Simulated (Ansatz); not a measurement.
# C₃H₁₀Sn: how energies converge with the basis set

How large a basis does C₃H₁₀Sn need? Two functionals are run in growing sets.

Program: Ansatz 0.2.0, Gaussian basis. Level of theory: one geometry, several basis sets. These are calculated values, not measurements.

The runs, in order: PBE0-D4/def2-SVP; ωB97M-V/def2-SVP; PBE0-D4/def2-QZVPP; ωB97M-V/def2-QZVPP; the functionals' def2-TZVPP values are taken from earlier runs.

1 further run of the same task is left out (for a known fault of the program).

### 1 Structure used throughout

The geometry comes from an earlier relaxation with PBE0-D4 in a triple-zeta def2 set; it is a stationary point, not always the lowest conformer. Sn takes the def2 core potential; no spin-orbit term is included.

SMILES `C[CH](C)[SnH3]`, 14 atoms, charge 0, spin multiplicity 1.

Atoms are counted from 1 here; the program's logs count them from 0.

Bond lengths: C1–C2 1.521 Å, C1–H5 1.093 Å, C1–H6 1.097 Å, C1–H7 1.095 Å, C2–C3 1.521 Å, C2–Sn4 2.162 Å, C2–H8 1.095 Å, C3–H9 1.096 Å, C3–H10 1.095 Å, C3–H11 1.093 Å, Sn4–H12 1.713 Å, Sn4–H13 1.712 Å, Sn4–H14 1.712 Å. Angles: C2–C1–H5 112.3°, C2–C1–H6 110.7°, C2–C1–H7 111.5°, H5–C1–H6 107.5°, H5–C1–H7 107.6°, H6–C1–H7 107.0°, C1–C2–C3 111.8°, C1–C2–Sn4 110.8°, C1–C2–H8 109.0°, C3–C2–Sn4 110.8°, C3–C2–H8 109.0°, Sn4–C2–H8 105.2°, C2–C3–H9 110.7°, C2–C3–H10 111.5°, C2–C3–H11 112.3°, H9–C3–H10 107.0°, H9–C3–H11 107.5°, H10–C3–H11 107.6° and more.

Coordinates:

```xyz
14
charge 0, multiplicity 1
C    -0.7584    0.8689   -1.0594
C     0.3524    0.3359   -0.1671
C     0.2849    0.9249    1.2340
Sn    0.3076   -1.8249   -0.0936
H    -0.6910    0.4845   -2.0803
H    -0.7184    1.9632   -1.1157
H    -1.7465    0.6040   -0.6702
H     1.3202    0.5874   -0.6135
H     0.3337    2.0197    1.1965
H    -0.6529    0.6628    1.7337
H     1.1055    0.5809    1.8687
H    -1.1741   -2.3275    0.6027
H     1.5958   -2.4236    0.8610
H     0.4283   -2.4853   -1.6680
```

### 2 PBE0-D4 in def2-SVP

in.yaml reads:

```yaml
crystal:
  periodic: [false, false, false]
  atoms:
    - {symbol: C, position_ang: [-0.758415, 0.868905, -1.059417]}
    - {symbol: C, position_ang: [0.352424, 0.335856, -0.167074]}
    - {symbol: C, position_ang: [0.284950, 0.924920, 1.233950]}
    - {symbol: Sn, position_ang: [0.307577, -1.824860, -0.093626]}
    - {symbol: H, position_ang: [-0.690977, 0.484548, -2.080279]}
    - {symbol: H, position_ang: [-0.718394, 1.963229, -1.115724]}
    - {symbol: H, position_ang: [-1.746498, 0.603984, -0.670211]}
    - {symbol: H, position_ang: [1.320161, 0.587355, -0.613485]}
    - {symbol: H, position_ang: [0.333709, 2.019693, 1.196490]}
    - {symbol: H, position_ang: [-0.652869, 0.662778, 1.733685]}
    - {symbol: H, position_ang: [1.105463, 0.580941, 1.868694]}
    - {symbol: H, position_ang: [-1.174116, -2.327489, 0.602653]}
    - {symbol: H, position_ang: [1.595790, -2.423586, 0.861023]}
    - {symbol: H, position_ang: [0.428293, -2.485275, -1.667980]}
basis:
  gaussian: {orbitals: def2-SVP}
hamiltonian: {xc: pbe0, dispersion: d4}
output: {orbitals: {seedname: orbitals}}
```

Run with:

```sh
ansatz run in.yaml --threads 4 --pin off --events-out ev --progress --plain --max-ram 10444MiB
```

The runs that follow: ωB97M-V in def2-SVP; PBE0-D4 in def2-QZVPP; ωB97M-V in def2-QZVPP.

**Question.** What will the summary of the whole plan be? Wanted: PBE0-D4: double and triple zeta above quadruple; ωB97M-V: double and triple zeta above quadruple.

**Answer**, as computed:

| quantity | value |
| --- | --- |
| PBE0-D4: double and triple zeta above quadruple | 4.04, 0.25 eV |
| ωB97M-V: double and triple zeta above quadruple | 4.35, 0.25 eV |

**Reading.** For PBE0-D4 the step from double to triple zeta gains 3.80 eV and the next only 0.25 eV. Total energies overstate the basis error of differences, where much of it tends to cancel. The LUMO of ωB97M-V is positive and keeps falling with the basis (2.41 to 1.33 eV): an unbound level that the basis holds in place.
